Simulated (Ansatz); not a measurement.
# SiSnPd5: where the electrons are

For SiSnPd5 at its listed geometry, this session asks how the density differs from that of free atoms, which states sit where and how compression changes the bonding charge.

Program: Ansatz 0.2.0. Level of theory: DFT PBEsol, scalar-relativistic, plane waves, PAW. These are calculated values, not measurements.

## 1. The system as given

The structure is tetragonal, space group P4/mmm (No. 123). Conventional cell: a = 3.982 Å, b = 3.982 Å, c = 6.938 Å, α = 90.00°, β = 90.00°, γ = 90.00°. Si (site symmetry 4/mmm) is surrounded by 8 Pd at 2.45 Å. Sn (site symmetry 4/mmm) has 12 Pd at 2.82 to 2.86 Å as nearest neighbours. Around Pd (site symmetry 4/mmm) lie 4 Sn at 2.82 Å and 8 Pd at 2.86 Å. Pd (site symmetry 2mm) is surrounded by 2 Si at 2.45 Å.

Coordinates:

```xyz
7
Lattice="3.9816 0.0000 0.0000 0.0000 3.9816 0.0000 0.0000 0.0000 6.9375" Properties=species:S:1:pos:R:3 pbc="T T T"
Si    0.0000    0.0000    3.4688
Sn    1.9908    1.9908    0.0000
Pd    0.0000    0.0000    0.0000
Pd    1.9908    0.0000    4.8895
Pd    0.0000    1.9908    4.8895
Pd    1.9908    0.0000    2.0481
Pd    0.0000    1.9908    2.0481
```

The structure comes from the Materials Project (structure only).

## 2. Self-consistent density

input.yaml

```yaml
crystal:
  lattice:
    - [3.98161655, 0.0, 0.0]
    - [0.0, 3.98161655, 0.0]
    - [0.0, 0.0, 6.93750928]
  atoms:
    - { symbol: Si, position: [0.0, 0.0, 0.5] }
    - { symbol: Sn, position: [0.5, 0.5, 0.0] }
    - { symbol: Pd, position: [0.0, 0.0, 0.0] }
    - { symbol: Pd, position: [0.5, 0.0, 0.70478515] }
    - { symbol: Pd, position: [0.0, 0.5, 0.70478515] }
    - { symbol: Pd, position: [0.5, 0.0, 0.29521485] }
    - { symbol: Pd, position: [0.0, 0.5, 0.29521485] }
basis:
  ecutwfc: 420
  fft_grid_basis: typed
kpoints:
  mp_grid: { grid: [8, 8, 6] }
hamiltonian:
  xc: pbesol
scf:
  occupations: { method: gaussian, width: 0.05 }
output:
  forces: true
  stress: true
  eigenvalues: true
  bader: true
  write_density: true
  volumetric_format: npy
  elf: true
```

On the command line:

```bash
$ ansatz run input.yaml --threads 2 --pin off --max-ram 4096MiB --backend cpu --events-out ev --progress --plain --runs-dir out
```

The program printed, cut to the lines that bear on the results:

```text
Warning: RAYON_NUM_THREADS=2 ignored (pool sized by the plan → 2); use --threads N
[...]
Pseudopotentials: kind: paw
Pseudopotential: Si, paw, valence charge 4, recommended cutoff 420 eV (normal), Si.paw.azcp
Pseudopotential: Sn, paw, valence charge 14, recommended cutoff 420 eV (normal), Sn.paw.azcp
Pseudopotential: Pd, paw, valence charge 18, recommended cutoff 420 eV (normal), Pd.paw.azcp
Functional definition: PBEsol
[...]
Crystal: 7 atoms, lattice volume = 109.982 Å³
Basis set: ecut = 420 eV, 2159 PW (Γ), exchange–correlation on 54×54×96 points (8 copies of the dense FFT grid, shifted against one another)
Bands: 65, of which v1, the nominal top of the filled ones, is band 54 counted from 1 (53 counted from 0)
Symmetry: 16 space group operations
Space group: P4/mmm (ITA 123), of the structure as read, at distance tolerance 4.8e-5 Å
k-points: 60 of 384
[...]
SCF iter   1: F=—  HF=-41109.078767 eV  |F-HF|=—  |Δ(HF+E_count)|=         —  Δρ=1.16e-2  dr2=1.50e-1  ethr=1.77e-3  ⟨swp⟩=6.0  Hψ=14751  notcnv=0  defer=12
[...]
SCF iter   8: F=-41109.044326 eV  HF=-41109.044326 eV  |F-HF|=5.84e-9  |Δ(HF+E_count)|=   3.99e-8  Δρ=3.09e-6  dr2=1.25e-8  ethr=9.26e-11  ⟨swp⟩=8.8  Hψ=15763  notcnv=0
[...]
SCF converged after 8 iterations
Free energy (F): -41109.044326 eV
[...]
E sigma→0 (E₀):  -41109.043518 eV
Entropy (-TS):   -0.001616 eV (-0.231 meV/atom)
Fermi energy:    17.543965 eV
[...]
--- Forces (eV/Å), atoms counted from 1 ---
  atom   1  Si    -0.00000000     0.00000000     0.00000000
  atom   2  Sn     0.00000000     0.00000000     0.00000000
  atom   3  Pd    -0.00000000     0.00000000     0.00000000
  atom   4  Pd     0.00000000     0.00000000     0.00782236
  atom   5  Pd     0.00000000     0.00000000     0.00782236
  atom   6  Pd     0.00000000     0.00000000    -0.00782236
  atom   7  Pd     0.00000000     0.00000000    -0.00782236
[...]
--- Stress (GPa, compression-positive) ---
       -3.895438       0.000000       0.000000
        0.000000      -3.895438       0.000000
        0.000000       0.000000      -3.614780
  P = ⅓ Tr σ = -3.8019 GPa (-38.019 kbar)
--- Band table (eV; the first three rows and the last of 60) ---
[...]
--- Bader charges: 7 sites ---
  site symbol  charge [e]  shift [e]
     0     Si      0.9366     0.0054
     1     Sn      0.8436     0.0000
     2     Pd     -0.3311     0.0000
     3     Pd     -0.3623     0.0013
     4     Pd     -0.3623     0.0013
     5     Pd     -0.3623     0.0013
     6     Pd     -0.3623     0.0013
  estimated error of the sums over rays = 4.1e-4 e
```

Wall time 27 s (2 threads of Arm Neoverse V2, shared host); peak memory 0.59 GiB.

## 3. The fields of the base run

Density in a lattice plane of the grid's cell (edges 3.98 and 6.94 Å, at 0.000 of the third edge), which holds Si and Pd.

Ten even steps from '0' (0.04 e/Å³) to '9' (13.87 e/Å³):
```
86300000000036
21000000000001
00000000000000
00000023200000
00000368630000
00001489841000
00000267620000
00000012100000
00000000000000
00000000000000
00000000000000
00000012100000
00000267620000
00001489841000
00000368630000
00000023200000
00000000000000
21000000000001
86300000000036
98410000000148
```
Columns run along the first of these edges and rows up along the second, over one cell in 14 and 20 even steps from the bottom left corner. Atoms in the plane (fractional): Si at (0.00, 0.50), Pd at (0.00, 0.00), Pd at (0.50, 0.70), Pd at (0.50, 0.30).

ELF in the same plane.

Ten even steps from '0' (0.15) to '9' (0.63):
```
67741000001477
76410000000146
21100122210011
00001467641000
11003765673001
33215851585123
77634776774367
57973467643797
12796211126972
83497411147943
12796211126972
57973467643797
77634776774367
33215851585123
11003765673001
00001467641000
21100122210011
76410000000146
67741000001477
14851000001584
```
Columns run along the first of these edges and rows up along the second, over one cell in 14 and 20 even steps from the bottom left corner. Atoms in the plane (fractional): Si at (0.00, 0.50), Pd at (0.00, 0.00), Pd at (0.50, 0.70), Pd at (0.50, 0.30).

Both are smooth fields of the valence electrons: close to the nuclei they are not physical.

Maxima of ELF outside the ion cores: 0.65 on the Si–Pd line, 0.9 Å from Si.

The reference for the deformation density is the superposition of neutral spherical atoms (taken from a run stopped after its first cycle, not shown).

Deformation density: the crystal less neutral atoms. These are valence pseudo-densities (PAW): inside the atomic spheres they are not the true ones.

Deformation density in a lattice plane of the grid's cell (edges 3.98 and 6.94 Å, at 0.000 of the third edge), which holds Si and Pd.

Ten even steps from ' ' (-238.33 × 10⁻³ e/Å³) to '@' (113.77 × 10⁻³ e/Å³):
```
%%--::++##############++::--
==--==##################==--
****########**++**########**
########**--......--**######
######**==..::++::..==**####
########++==**@@**==++######
**##%%%%**..  ==  ..**%%%%##
++**##%%%%++--::--++%%%%##**
++++**##%%%%##**##%%%%##**++
**++++##%%%%%%%%%%%%%%##++++
++++**##%%%%##**##%%%%##**++
++**##%%%%++--::--++%%%%##**
**##%%%%**..  ==  ..**%%%%##
########++==**@@**==++######
######**==..::++::..==**####
########**--......--**######
****########**++**########**
==--==##################==--
%%--::++##############++::--
@@##==++##############++==##
```
Columns run along the first of these edges and rows up along the second, over one cell in 14 and 20 even steps from the bottom left corner. Atoms in the plane (fractional): Si at (0.00, 0.50), Pd at (0.00, 0.00), Pd at (0.50, 0.70), Pd at (0.50, 0.30).

> Describe the bonding charge.

- Pd–Si (2.45 Å): Δρ is +0.08 e/Å³ at the midpoint, where it peaks: covalent bond charge.
- Pd–Sn (2.82 Å): Δρ is +0.04 e/Å³ at the midpoint.
- Pd–Sn (2.86 Å): Δρ is +0.04 e/Å³ at the midpoint.
- Outside the cores the largest gain is 0.08 e/Å³, 1.3 Å from a Pd nucleus, and the largest loss 0.09 e/Å³, at the edge of the Pd core regions.
- In all about 0.35 e an atom is rearranged against the free atoms.
- Bader charges: Si +0.94, Sn +0.84 and Pd −0.36 e.

## 4. Energy-resolved densities and projections

The windows are set from the levels of the base run, in eV from its Fermi level.

input.yaml, as its differences from that of step 2:

```diff
@@ -22,9 +22,28 @@
   occupations: { method: gaussian, width: 0.05 }
+  n_extra_bands: 7
 output:
   forces: true
-  stress: true
+  stress: false
   eigenvalues: true
-  bader: true
-  write_density: true
+  bader: false
+  write_density: false
   volumetric_format: npy
-  elf: true
+  band_densities:
+    - { e_range: [-0.25, 0.25] }
+    - { e_range: [-1.2, 0.0] }
+    - { e_range: [0.0, 1.2] }
+    - { e_range: [-6.71, -4.46] }
+    - { e_range: [-4.46, -2.23] }
+    - { e_range: [-10.55, -8.27] }
+    - { e_range: [-21.51, -21.39] }
+  dos:
+    e_range: [-30, 8]
+    de: 0.02
+    method: { smearing: { sigma: 0.03, scheme: gaussian } }
+    projected: { site_lists: { Pd: [Pd], Si: [Si], Sn: [Sn] } }
+checkpoint:
+  read: start.run
+  write: ck
+  compress: false
+  write_wavefunctions: false
+  write_every: 100000
```

On the command line:

```bash
$ ansatz run input.yaml --threads 2 --pin off --max-ram 4096MiB --backend cpu --events-out ev --progress --plain --runs-dir out
```

The program printed, cut to the lines that bear on the results:

```text
Warning: RAYON_NUM_THREADS=2 ignored (pool sized by the plan → 2); use --threads N
scf.n_extra_bands = 7 over 54 filled bands (N_el = 108.0): the run solves 61 bands
[...]
[... 5 set-up lines as earlier in the session ...]
[...]
Crystal: 7 atoms, lattice volume = 109.982 Å³
Basis set: ecut = 420 eV, 2159 PW (Γ), exchange–correlation on 54×54×96 points (8 copies of the dense FFT grid, shifted against one another)
Bands: 61, of which v1, the nominal top of the filled ones, is band 54 counted from 1 (53 counted from 0)
[... 2 set-up lines as earlier in the session ...]
[...]
  atom   3  Pd     0.00000000    -0.00000000     0.00000000
  atom   4  Pd     0.00000000     0.00000000     0.00782097
  atom   5  Pd     0.00000000     0.00000000     0.00782097
  atom   6  Pd     0.00000000     0.00000000    -0.00782097
  atom   7  Pd     0.00000000     0.00000000    -0.00782097
[...]
--- Band table (eV; the first three rows and the last of 60) ---
[...]
--- Band densities, each state counted as filled ---
  window                                       electrons  max residual (eV)  cut levels
  e_range: [-0.25, 0.25]                        0.531250             2.8e-4           0
  e_range: [-1.2, 0]                            4.437500             2.3e-6           0
  e_range: [0, 1.2]                             2.921875             4.4e-4           0
  e_range: [-6.71, -4.46]                      11.572917             2.3e-6           0
  e_range: [-4.46, -2.23]                      25.520833             2.3e-6           0
  e_range: [-10.55, -8.27]                      4.000000             2.2e-6           0
  e_range: [-21.51, -21.39]                    10.000000             2.0e-6           0
```

It took 14 s on 2 threads of Arm Neoverse V2, shared host; peak memory 0.58 GiB.

| window (eV from the Fermi level) | what it holds | electrons a cell | main Löwdin character |
| --- | --- | --- | --- |
| −21.51 to −21.39 eV | a separate group of bands (semicore or deep states) | 10.00 | Sn 4d (over 95 %) |
| −10.6 to −8.3 eV | a separate group of bands | 4.00 | Sn 5s (35 %), Si 3s (35 %) and Pd 4d (20 %) |
| −6.7 to −4.5 eV | the lower third of the occupied valence band | 11.57 | Pd 4d (70 %), Si 3p (15 %) and Sn 5p (15 %) |
| −4.5 to −2.2 eV | the middle third of the occupied valence band | 25.52 | Pd 4d (95 %) |
| −1.2 to 0.0 eV | the filled states just under the Fermi level | 4.44 | Pd 4d (75 %) and Si 3p (10 %) |
| −0.25 to +0.25 eV | the states at the Fermi level | 0.53 | Pd 4d (50 %), Sn 5p (30 %) and Si 3p (15 %) |
| 0.0 to +1.2 eV | the empty states just over the Fermi level | 2.92 | Pd 4d (45 %), Sn 5p (30 %) and Si 3p (20 %) |

Density of the states at the Fermi level, scaled to one electron a cell, in a lattice plane of the grid's cell (edges 3.98 and 6.94 Å, at 0.000 of the third edge), which holds Si and Pd.

Ten even steps from ' ' (2.44 × 10⁻³ per Å³) to '@' (95.78 × 10⁻³ per Å³):
```
==++--..              ..--++
::..                      ..
                            
          ..--++--..        
          ::**@@**::        
          --**%%**--        
          ::**@@**::        
            ::--::          
                            
      ..              ..    
                            
            ::--::          
          ::**@@**::        
          --**%%**--        
          ::**@@**::        
          ..--++--..        
                            
::..                      ..
==++--..              ..--++
%%@@##::              ::##@@
```
Columns run along the first of these edges and rows up along the second, over one cell in 14 and 20 even steps from the bottom left corner. Atoms in the plane (fractional): Si at (0.00, 0.50), Pd at (0.00, 0.00), Pd at (0.50, 0.70), Pd at (0.50, 0.30).

Projected on a minimal set of atomic orbitals (Löwdin), they are Pd 4d (50 %), Sn 5p (30 %) and Si 3p (15 %). In space (atomic cells sized by Bader volumes) the density divides as Pd about 80 %, Sn about 10 % and Si little. The two measures cut space differently, so they differ for states that reach between the atoms. 

(Part 1 of 2 ends here.)
